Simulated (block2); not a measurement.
# CH2BClO (SMILES ClB1CO1): a chain of runs

Aim: the energy (singlet CH2BClO, DMRG-CASCI(9 orbitals)/cc-pVDZ), then a single-point energy (singlet CH2BClO, DMRG-CASCI(9 orbitals)/cc-pVDZ), then the energy (doublet CH2BClO+, DMRG-CASCI(9 orbitals)/cc-pVDZ) of CH2BClO. 

The results are computed with block2 0.5.4.

## Step 1: The system as given

The species is CH2BClO (6 atoms), meant as a singlet with charge 0. SMILES: `ClB1CO1`. The coordinates come from a GFN2-xTB relaxation.

Bond lengths: Cl1–B2 1.679 Å, B2–C3 1.515 Å, B2–O4 1.324 Å, C3–O4 1.482 Å, C3–H5 1.082 Å, C3–H6 1.082 Å. Angles: Cl1–B2–C3 156.1°, Cl1–B2–O4 141.4°, C3–B2–O4 62.5°, B2–C3–O4 52.4°, B2–O4–C3 65.1°, B2–C3–H5 122.8°, B2–C3–H6 122.9°, O4–C3–H5 111.8°, O4–C3–H6 111.8°, H5–C3–H6 113.9°.

## Step 2: A single-point energy at DMRG-CASCI(9 orbitals)/cc-pVDZ (start occupation bias 0.3) (run 1)

job.py

```python
import numpy as np
from pyscf import gto, mcscf, mp, scf
from pyblock2._pyscf.ao2mo import integrals as itg
from pyblock2.driver.core import DMRGDriver, SymmetryTypes

geom = """
Cl    -0.695950    -2.257690     0.648640
B     -0.353140    -0.715430     0.081350
C      0.389740     0.603370     0.016280
O     -0.763890     0.174810    -0.808990
H      1.280120     0.745870    -0.581120
H      0.143120     1.449080     0.643840
"""
mol = gto.M(
    atom=geom,
    basis="cc-pvdz",
    charge=0,
    verbose=4,
    max_memory=2000,
)
print("basis functions: %d" % (mol.nao))
mf = scf.RHF(mol)
mf.conv_tol = 1e-10
mf.max_cycle = 200
mf.kernel()
if not mf.converged:
    mf = mf.newton().run(mf.mo_coeff, mf.mo_occ)
print(f"E(SCF): {mf.e_tot:.10f}")
# rotate to MP2 natural orbitals
occ_no, mo = mcscf.addons.make_natural_orbitals(mp.MP2(mf, frozen=8).run())
mf.mo_coeff = mo
ncas, n_elec, spin, ecore, h1e, g2e, orb_sym = itg.get_rhf_integrals(mf, ncore=14, ncas=9, pg_symm=False, g2e_symm=1)
drv = DMRGDriver(scratch="./tmp", symm_type=SymmetryTypes.SU2, stack_mem=1500 << 20, n_threads=1)
# orbital ordering
idx = drv.orbital_reordering(h1e, g2e, method="fiedler")
print("orbital order:", idx.tolist())
h1e = h1e[np.ix_(idx, idx)]
g2e = g2e[np.ix_(idx, idx, idx, idx)]
orb_sym = np.array(orb_sym)[idx]
drv.initialize_system(n_sites=ncas, n_elec=n_elec, spin=spin, orb_sym=orb_sym)
mpo = drv.get_qc_mpo(h1e=h1e, g2e=g2e, ecore=ecore, iprint=0)
occs = np.array([1.7] * 5 + [0.3] * 4)[idx]
mps = drv.get_random_mps(tag="GS", bond_dim=25, nroots=1, occs=occs)
bond_dims = [25] * 3 + [50] * 4 + [100] * 2
noises = [0.0001] * 3 + [0.0001] * 4 + [1e-05] * 2 + [0]
thrds = [1e-09] * 9
e = drv.dmrg(mpo, mps, n_sweeps=15, tol=1e-06, bond_dims=bond_dims, noises=noises, thrds=thrds, iprint=2)
ms, dws, es = drv.get_dmrg_results()
print("max discarded weight: %.3e" % (dws[-1]))
print(f"final energy: {e:.10f}")
dm1 = drv.get_1pdm(mps)
print("NOONs:", np.round(np.linalg.eigvalsh(dm1)[::-1], 5).tolist())
c_act = mf.mo_coeff[:, 14:23][:, idx]
dm_ao = c_act @ dm1 @ c_act.T + 2 * mf.mo_coeff[:, :14] @ mf.mo_coeff[:, :14].T
print("dipole / D:", np.round(scf.hf.dip_moment(mol, dm_ao, verbose=0), 4).tolist())
print("max block entropy: %.4f" % (max(drv.get_bipartite_entanglement(mps))))
csf, coef = drv.get_csf_coefficients(mps, cutoff=0.1, iprint=1)
print("leading coefficient squared: %.4f" % (np.max(np.abs(coef)) ** 2))
# FCI check
ci = mcscf.CASCI(mf, 9, (5, 5))
ci.fix_spin_(ss=0)
ci.fcisolver.conv_tol = 1e-10
ci.fcisolver.max_cycle = 200
ci.kernel()
print(f"FCI energy: {ci.e_tot:.10f}")
```

Run with:

```
$ python job.py
```

Log:

```text
[INPUT] verbose = 4
[... 93 lines left out ...]
 --> Site =    3-   4 .. Mmps =   25 Ndav =   9 E =   -598.1786321073 Error = 8.17e-07 FLOPS = 5.01e+09 Tdav = 0.00 T = 0.01
[... 37 lines left out ...]
 --> Site =    7-   8 .. Mmps =   15 Ndav =   1 E =   -598.1947176162 Error = 5.74e-21 FLOPS = 2.62e+08 Tdav = 0.00 T = 0.00
[... 46 lines left out ...]
 <-- Site =    4-   5 .. Mmps =   50 Ndav =   3 E =   -598.1947886255 Error = 2.28e-07 FLOPS = 9.46e+09 Tdav = 0.00 T = 0.02
[... 37 lines left out ...]
 <-- Site =    0-   1 .. Mmps =   16 Ndav =   1 E =   -598.1947911553 Error = 1.26e-21 FLOPS = 1.56e+09 Tdav = 0.00 T = 0.00
[... 28 lines left out ...]
 <-- Site =    5-   6 .. Mmps =   35 Ndav =   1 E =   -598.1947911676 Error = 0.00e+00 FLOPS = 6.19e+09 Tdav = 0.00 T = 0.01
 <-- Site =    4-   5 .. Mmps =   89 Ndav =   1 E =   -598.1947911676 Error = 9.08e-23 FLOPS = 1.17e+10 Tdav = 0.00 T = 0.04
 <-- Site =    3-   4 .. Mmps =  100 Ndav =   1 E =   -598.1947911676 Error = 2.94e-18 FLOPS = 1.14e+10 Tdav = 0.00 T = 0.04
 <-- Site =    2-   3 .. Mmps =   48 Ndav =   1 E =   -598.1947911676 Error = 4.19e-20 FLOPS = 7.54e+09 Tdav = 0.00 T = 0.01
 <-- Site =    1-   2 .. Mmps =   20 Ndav =   1 E =   -598.1947911676 Error = 4.42e-20 FLOPS = 2.16e+09 Tdav = 0.00 T = 0.00
 <-- Site =    0-   1 .. Mmps =    9 Ndav =   1 E =   -598.1947911676 Error = 1.28e-20 FLOPS = 1.95e+08 Tdav = 0.00 T = 0.00
[... 15 lines left out ...]
Sum of weights of included CSF =    0.956056939954703
[... 1 line left out ...]
CSF          0 022002202  =   -0.977781642267180
leading coefficient squared: 0.9561

******** <class 'pyscf.mcscf.casci.CASCI'> ********
CAS (5e+5e, 9o), ncore = 14, nvir = 47
natorb = False
canonicalization = True
sorting_mo_energy = False
max_memory 2000 MB (current use 317 MB)
******** <class 'pyscf.fci.addons.SpinPenaltyFCISolver'> ********
max. cycles = 200
conv_tol = 1e-10
davidson only = True
linear dependence = 1e-12
level shift = 0.001
max iter space = 12
max_memory 2000 MB
nroots = 1
pspace_size = 400
spin = None
Density matrix diagonal elements [1.99696395 1.99081786 1.98611124 1.97277722 1.96461814 0.03547383
 0.02952578 0.01254648 0.0111655 ]
CASCI converged
CASCI E = -598.194791178353  E(CI) = -20.8617693876063  S^2 = 0.0000000
FCI energy: -598.1947911784
```

Wall time 2.2 s (1 thread of Intel Xeon 6985P-C at 2.30GHz (Granite Rapids), shared host); peak memory 0.29 GiB.

## Step 3: The distorted shape: a single-point energy at DMRG-CASCI(9 orbitals)/cc-pVDZ (start occupation bias 0.1) (run 3)

run_dmrg.py

```python
import numpy as np
from pyscf import gto, mcscf, mp, scf
from pyblock2._pyscf.ao2mo import integrals as itg
from pyblock2.driver.core import DMRGDriver, SymmetryTypes

geom = """
Cl    -2.15647797    -4.40106443     1.79023771
B     -1.50866096    -1.48661542     0.71821498
C     -0.10482122     1.00555540     0.59525050
O     -2.28486597     0.19569437    -0.96428378
H      2.41907621     1.40949002    -1.09815765
H     -0.57086548     2.60371568     1.78116703
"""
mol = gto.M(
    atom=geom,
    basis="cc-pvdz",
    unit="bohr",
    charge=0,
    verbose=3,
)
print("basis functions: %d" % (mol.nao))
mf = scf.RHF(mol)
mf.conv_tol = 1e-10
mf.max_cycle = 200
mf.kernel()
if not mf.converged:
    mf = mf.newton().run(mf.mo_coeff, mf.mo_occ)
print("E(HF): %.10f" % (mf.e_tot))
occ_no, mo = mcscf.addons.make_natural_orbitals(mp.MP2(mf, frozen=8).run())
mf.mo_coeff = mo
ncas, n_elec, spin, ecore, h1e, g2e, orb_sym = itg.get_rhf_integrals(mf, ncore=14, ncas=9, pg_symm=False, g2e_symm=1)
drv = DMRGDriver(scratch="./tmp", symm_type=SymmetryTypes.SU2, stack_mem=1500 << 20, n_threads=1)
idx = drv.orbital_reordering(h1e, g2e, method="fiedler")
print("orbital order:", idx.tolist())
h1e = h1e[np.ix_(idx, idx)]
g2e = g2e[np.ix_(idx, idx, idx, idx)]
orb_sym = np.array(orb_sym)[idx]
drv.initialize_system(n_sites=ncas, n_elec=n_elec, spin=spin, orb_sym=orb_sym)
mpo = drv.get_qc_mpo(h1e=h1e, g2e=g2e, ecore=ecore, iprint=0)
occs = np.array([1.9] * 5 + [0.1] * 4)[idx]
mps = drv.get_random_mps(tag="GS", bond_dim=50, nroots=1, occs=occs)
bond_dims = [50] * 4 + [75] * 2 + [100] * 3
noises = [0.0001] * 4 + [0.0001] * 2 + [1e-05] * 3 + [0]
thrds = [1e-08] * 9
e = drv.dmrg(mpo, mps, n_sweeps=15, tol=1e-06, bond_dims=bond_dims, noises=noises, thrds=thrds, iprint=1)
ms, dws, es = drv.get_dmrg_results()
print("discarded weight: %.3e" % (dws[-1]))
print("total energy: %.10f" % (e))
dm1 = drv.get_1pdm(mps)
print("NOONs:", np.round(np.linalg.eigvalsh(dm1)[::-1], 5).tolist())
c_act = mf.mo_coeff[:, 14:23][:, idx]
dm_ao = c_act @ dm1 @ c_act.T + 2 * mf.mo_coeff[:, :14] @ mf.mo_coeff[:, :14].T
print("dipole moment (debye):", np.round(scf.hf.dip_moment(mol, dm_ao, verbose=0), 4).tolist())
print("largest bipartite entropy: %.4f" % (max(drv.get_bipartite_entanglement(mps))))
ci = mcscf.CASCI(mf, 9, (5, 5))
ci.fix_spin_(ss=0)
ci.fcisolver.conv_tol = 1e-10
ci.fcisolver.max_cycle = 200
ci.kernel()
print("FCI energy: %.10f" % (ci.e_tot))
```

Run with:

```
$ python run_dmrg.py
```

Log:

```text
basis functions: 70
converged SCF energy = -598.032237588699
E(HF): -598.0322375887
E(RMP2) = -598.574038961099  E_corr = -0.541801372399378
E(SCS-RMP2) = -598.559711633173  E_corr = -0.527474044473499
orbital order: [2, 3, 6, 5, 7, 4, 1, 8, 0]

Sweep =    0 | Direction =  forward | Bond dimension =   50 | Noise =  1.00e-04 | Dav threshold =  1.00e-08
Time elapsed =      0.044 | E =    -598.1026334700 | DW = 1.13815e-07

Sweep =    1 | Direction = backward | Bond dimension =   50 | Noise =  1.00e-04 | Dav threshold =  1.00e-08
Time elapsed =      0.119 | E =    -598.1277271817 | DE = -2.51e-02 | DW = 2.87527e-05

Sweep =    2 | Direction =  forward | Bond dimension =   50 | Noise =  1.00e-04 | Dav threshold =  1.00e-08
Time elapsed =      0.197 | E =    -598.1289122798 | DE = -1.19e-03 | DW = 7.03656e-05

Sweep =    3 | Direction = backward | Bond dimension =   50 | Noise =  1.00e-04 | Dav threshold =  1.00e-08
Time elapsed =      0.274 | E =    -598.1290972832 | DE = -1.85e-04 | DW = 7.98224e-05

Sweep =    4 | Direction =  forward | Bond dimension =   75 | Noise =  1.00e-04 | Dav threshold =  1.00e-08
Time elapsed =      0.375 | E =    -598.1291386020 | DE = -4.13e-05 | DW = 1.30722e-05

Sweep =    5 | Direction = backward | Bond dimension =   75 | Noise =  1.00e-04 | Dav threshold =  1.00e-08
Time elapsed =      0.490 | E =    -598.1291705123 | DE = -3.19e-05 | DW = 1.59743e-05

Sweep =    6 | Direction =  forward | Bond dimension =  100 | Noise =  1.00e-05 | Dav threshold =  1.00e-08
Time elapsed =      0.627 | E =    -598.1291806024 | DE = -1.01e-05 | DW = 1.55759e-06

Sweep =    7 | Direction = backward | Bond dimension =  100 | Noise =  1.00e-05 | Dav threshold =  1.00e-08
Time elapsed =      0.772 | E =    -598.1291851840 | DE = -4.58e-06 | DW = 1.82262e-06

Sweep =    8 | Direction =  forward | Bond dimension =  100 | Noise =  1.00e-05 | Dav threshold =  1.00e-08
Time elapsed =      0.915 | E =    -598.1291851841 | DE = -1.31e-10 | DW = 1.71014e-06

Sweep =    9 | Direction = backward | Bond dimension =  100 | Noise =  0.00e+00 | Dav threshold =  1.00e-07
Time elapsed =      1.050 | E =    -598.1291851771 | DE = 7.03e-09 | DW = 1.63115e-06

discarded weight: 1.631e-06
total energy: -598.1291851771
NOONs: [1.99845, 1.98814, 1.97321, 1.96407, 1.93368, 0.07105, 0.0367, 0.02291, 0.01179]
dipole moment (debye): [0.5746, 0.257, 1.0253]
largest bipartite entropy: 0.3834
CASCI E = -598.129186146610  E(CI) = -20.9842186577265  S^2 = 0.0000000
FCI energy: -598.1291861466
```

Run time: 2.5 s. Hardware: 1 thread of Intel Xeon 6985P-C at 2.30GHz (Granite Rapids), shared host; peak memory 0.3 GiB.

## Step 4: The doublet cation: the energy at DMRG-CASCI(9 orbitals)/cc-pVDZ (run 4)

dmrg.py

```python
import numpy as np
from pyscf import gto, mcscf, mp, scf
from pyblock2._pyscf.ao2mo import integrals as itg
from pyblock2.driver.core import DMRGDriver, SymmetryTypes

geom = """
Cl    -0.695950    -2.257690     0.648640
B     -0.353140    -0.715430     0.081350
C      0.389740     0.603370     0.016280
O     -0.763890     0.174810    -0.808990
H      1.280120     0.745870    -0.581120
H      0.143120     1.449080     0.643840
"""
mol = gto.M(
    atom=geom,
    basis="cc-pvdz",
    charge=1,
    spin=1,
    verbose=3,
    max_memory=2000,
)
print("basis functions                = %d" % (mol.nao))
mf = scf.ROHF(mol)
mf.conv_tol = 1e-10
mf.max_cycle = 200
mf.kernel()
if not mf.converged:
    mf = mf.newton().run(mf.mo_coeff, mf.mo_occ)
print(f"SCF energy                     = {mf.e_tot:.10f}")
occ_no, mo = mcscf.addons.make_natural_orbitals(mp.MP2(mf.to_uhf(), frozen=8).run())
mf.mo_coeff = mo
ncas, n_elec, spin, ecore, h1e, g2e, orb_sym = itg.get_rhf_integrals(mf, ncore=14, ncas=9, pg_symm=False, g2e_symm=1)
dmrg = DMRGDriver(scratch="./tmp", symm_type=SymmetryTypes.SU2, stack_mem=1500 << 20, n_threads=1)
idx = dmrg.orbital_reordering(h1e, g2e, method="fiedler")
print("orbital order:", idx.tolist())
h1e = h1e[np.ix_(idx, idx)]
g2e = g2e[np.ix_(idx, idx, idx, idx)]
orb_sym = np.array(orb_sym)[idx]
dmrg.initialize_system(n_sites=ncas, n_elec=n_elec, spin=spin, orb_sym=orb_sym)
mpo = dmrg.get_qc_mpo(h1e=h1e, g2e=g2e, ecore=ecore, iprint=0)
psi = dmrg.get_random_mps(tag="GS", bond_dim=75, nroots=1)
bond_dims = [75] * 4 + [100] * 4
noises = [0.0001] * 4 + [1e-05] * 4 + [0]
thrds = [1e-07] * 8
e = dmrg.dmrg(mpo, psi, n_sweeps=14, tol=1e-06, bond_dims=bond_dims, noises=noises, thrds=thrds, iprint=2)
ms, dws, es = dmrg.get_dmrg_results()
print("discarded weight               = %.3e" % (dws[-1]))
print(f"total energy                   = {e:.10f}")
dm1 = dmrg.get_1pdm(psi)
print("occupation numbers             =", np.round(np.linalg.eigvalsh(dm1)[::-1], 5).tolist())
c_act = mf.mo_coeff[:, 14:23][:, idx]
dm_ao = c_act @ dm1 @ c_act.T + 2 * mf.mo_coeff[:, :14] @ mf.mo_coeff[:, :14].T
print("dipole moment (debye)          =", np.round(scf.hf.dip_moment(mol, dm_ao, verbose=0), 4).tolist())
print(f"largest bipartite entropy      = {max(dmrg.get_bipartite_entanglement(psi)):.4f}")
ci = mcscf.CASCI(mf, 9, (5, 4))
ci.fix_spin_(ss=0.75)
ci.fcisolver.conv_tol = 1e-10
ci.fcisolver.max_cycle = 200
ci.kernel()
print(f"E(FCI)                         = {ci.e_tot:.10f}")
```

Run with:

```
$ python dmrg.py
```

Log:

```text
basis functions                = 70
[... 1 line left out ...]
SCF energy                     = -597.7458683068
[... 50 lines left out ...]
 --> Site =    1-   2 .. Mmps =   15 Ndav =   1 E =   -597.8306449588 Error = 0.00e+00 FLOPS = 2.95e+09 Tdav = 0.00 T = 0.01
[... 35 lines left out ...]
 --> Site =    3-   4 .. Mmps =  100 Ndav =   3 E =   -597.8306507153 Error = 3.59e-07 FLOPS = 1.39e+10 Tdav = 0.01 T = 0.04
[... 35 lines left out ...]
 --> Site =    5-   6 .. Mmps =  100 Ndav =   1 E =   -597.8306524504 Error = 3.01e-09 FLOPS = 6.95e+09 Tdav = 0.00 T = 0.02
[... 30 lines left out ...]
 --> Site =    2-   3 .. Mmps =   56 Ndav =   1 E =   -597.8306528322 Error = 0.00e+00 FLOPS = 8.32e+09 Tdav = 0.00 T = 0.01
 --> Site =    3-   4 .. Mmps =  100 Ndav =   3 E =   -597.8306536584 Error = 2.34e-07 FLOPS = 1.59e+10 Tdav = 0.01 T = 0.05
 --> Site =    4-   5 .. Mmps =  100 Ndav =   2 E =   -597.8306532199 Error = 6.19e-08 FLOPS = 1.50e+10 Tdav = 0.00 T = 0.05
 --> Site =    5-   6 .. Mmps =   55 Ndav =   1 E =   -597.8306529977 Error = 6.97e-20 FLOPS = 7.30e+09 Tdav = 0.00 T = 0.02
 --> Site =    6-   7 .. Mmps =   21 Ndav =   1 E =   -597.8306529977 Error = 4.84e-20 FLOPS = 2.22e+09 Tdav = 0.00 T = 0.01
 --> Site =    7-   8 .. Mmps =    8 Ndav =   1 E =   -597.8306529977 Error = 4.52e-21 FLOPS = 1.99e+08 Tdav = 0.00 T = 0.00
[... 8 lines left out ...]
discarded weight               = 2.338e-07
total energy                   = -597.8306536584
occupation numbers             = [1.98523, 1.97882, 1.9768, 1.96552, 1.00924, 0.03384, 0.02319, 0.01615, 0.01121]
dipole moment (debye)          = [0.5698, -0.9562, 1.0745]
largest bipartite entropy      = 0.2481
CASCI E = -597.830653936011  E(CI) = -21.4234369884474  S^2 = 0.7500000
E(FCI)                         = -597.8306539360
```

Wall time 3 s (1 thread of Intel Xeon 6985P-C at 2.30GHz (Granite Rapids), shared host); peak memory 0.3 GiB.

## Step 5: Outcome

| quantity | value |
| --- | --- |
| run 1, DMRG-CASCI(9 orbitals)/cc-pVDZ: total energy | -598.19479 Eh |
| run 1, DMRG-CASCI(9 orbitals)/cc-pVDZ: dipole moment (of the density that the program reports) | 1.43 D |
| distorted shape: total energy | -598.12919 Eh |
| distorted shape: dipole moment (of the density that the program reports) | 1.20 D |
| doublet cation: total energy | -597.83065 Eh |
